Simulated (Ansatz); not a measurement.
Task: a point defect in a supercell of TePb, space group Fm-3m, with Ansatz's Python interface. Give the script and its output. Settings (first run): PBE, PAW, cutoff 420 eV, 2×2×2 k-points, Gaussian smearing of 0.02 eV, D3BJ dispersion.

Contents of `tepb.extxyz`:
```text
2
Lattice="0.0 3.231 3.231 3.231 0.0 3.231 3.231 3.231 0.0" Properties=species:S:1:pos:R:3 pbc="T T T"
Te    3.23100000    3.23100000    3.23100000
Pb    0.00000000    0.00000000    0.00000000
```

Script `defect_tepb.py`:
```python
import ansatz
import numpy as np

params = {
    "xc": "PBE",
    "vdw": "d3bj",
    "ecut": 420,
    "filling": "gaussian",
    "smearing_width": 0.02,
}


def main() -> None:
    xtal = ansatz.Crystal.from_extxyz("tepb.extxyz")
    host = xtal.supercell(2)
    defective = host.vacancy("Te", at=[0.5, 0.5, 0.5])

    def settled(structure):
        return (
            structure.calculation()
            .functional(params["xc"], dispersion=params["vdw"])
            .pseudopotentials("paw")
            .basis(params["ecut"])
            .kpoints(2)
            .occupations(params["filling"], width=params["smearing_width"])
            .band_table()
        )


    perfect = settled(host).run(threads=1).report
    calc = (
        settled(defective)
        .relax(force_tolerance=0.03, max_steps=25)
    )
    out = calc.run(threads=1)
    report = out.report

    n_host, n_defect = len(perfect["lattice"]["sites"]), len(report["lattice"]["sites"])
    print(f"perfect cell: {n_host} atoms, F = {perfect['free_energy_ev']:.4f} eV")
    print(f"defect cell:  {n_defect} atoms, F = {report['free_energy_ev']:.4f} eV")
    print(f"difference {report['free_energy_ev'] - perfect['free_energy_ev']:.4f} eV (no chemical potentials)")

    for site in out.lattice.sites:
        print(f"{site.symbol:2s}", " ".join(f"{v:8.4f}" for v in site.position_ang))

    for label, run in (("perfect", perfect), ("defect", report)):
        levels, filled = np.array(run["eigenvalues_ev"][0]), np.array(run["occupations"][0])
        top = int(np.argmin(np.abs(levels - run["fermi_energy_ev"])))
        window = slice(max(top - 3, 0), top + 4)
        print(label, "levels near E_F at the first k-point:", ", ".join(f"{e - run['fermi_energy_ev']:.2f} ({f:.2f})" for e, f in zip(levels[window], filled[window])))


if __name__ == "__main__":
    main()
```

```console
$ python defect_tepb.py
RunWarning: dispersion: an atom stands within reach of a switch of its C6 between two reference coordination numbers of its element: through that C6 alone, e_disp changes by 0.025 eV or more while [...]
perfect cell: 16 atoms, F = -151103.6942 eV
defect cell:  15 atoms, F = -144120.8491 eV
difference 6982.8451 eV (no chemical potentials)
Pb  -0.0000   0.0000   0.0000
Te   6.4620   6.4620   3.2310
Pb   3.2310   3.2310   0.1633
Te   6.4620   3.2310   6.4620
Pb   3.2310   0.1633   3.2310
Te   9.6930   6.4620   6.4620
Pb   6.2987   3.2310   3.2310
Te   3.2310   6.4620   6.4620
Pb   0.1633   3.2310   3.2310
Te   6.4620   9.6930   6.4620
Pb   3.2310   6.2987   3.2310
Te   6.4620   6.4620   9.6930
Pb   3.2310   3.2310   6.2987
Te   9.6930   9.6930   9.6930
Pb   6.4620   6.4620   6.4620
perfect levels near E_F at the first k-point: -0.36 (2.00), -0.36 (2.00), -0.36 (2.00), 0.36 (0.00), 0.36 (0.00), 0.36 (0.00), 0.36 (0.00)
defect levels near E_F at the first k-point: -0.79 (2.00), -0.05 (2.00), -0.05 (2.00), -0.05 (2.00), 0.44 (0.00), 0.44 (0.00), 0.44 (0.00)
```
(Warnings from the package without file and line, shortened.)

What to keep in mind:
- Absolute energies stand on the zero of these potentials, so only differences at equal settings mean something. A total without «per atom» is that of the cell as typed.
- Extra carriers fill band states at a few k-points, so forces and energy hang on the mesh.
- The computed bands are complete only to about 3.7 eV above the Fermi level.
- Dispersion corrections can be off by several per cent in the lattices of metals, and by several GPa in the pressure at a fixed cell.
- The difference holds no chemical potentials.
- Each cell's levels count from its own Fermi level and aren't aligned; one k-point can hide that the defect cell is metallic.
- The structure is a deposited one; some such entries were measured under pressure or heat, so a shift against it needn't be the functional's error alone.
- Levels are Kohn-Sham eigenvalues on this mesh, without spin-orbit coupling.
- The supercell is small, so the defect meets its images and the energies aren't those of an isolated defect; a partly filled defect level may also lower its energy by spin or distortion. For a charged cell the difference holds no correction, alignment or term for the electrons' reservoir.
- Hardware and time: 94 s on 1 thread of Arm Neoverse V1 (shared host), peak memory 0.97 GiB.
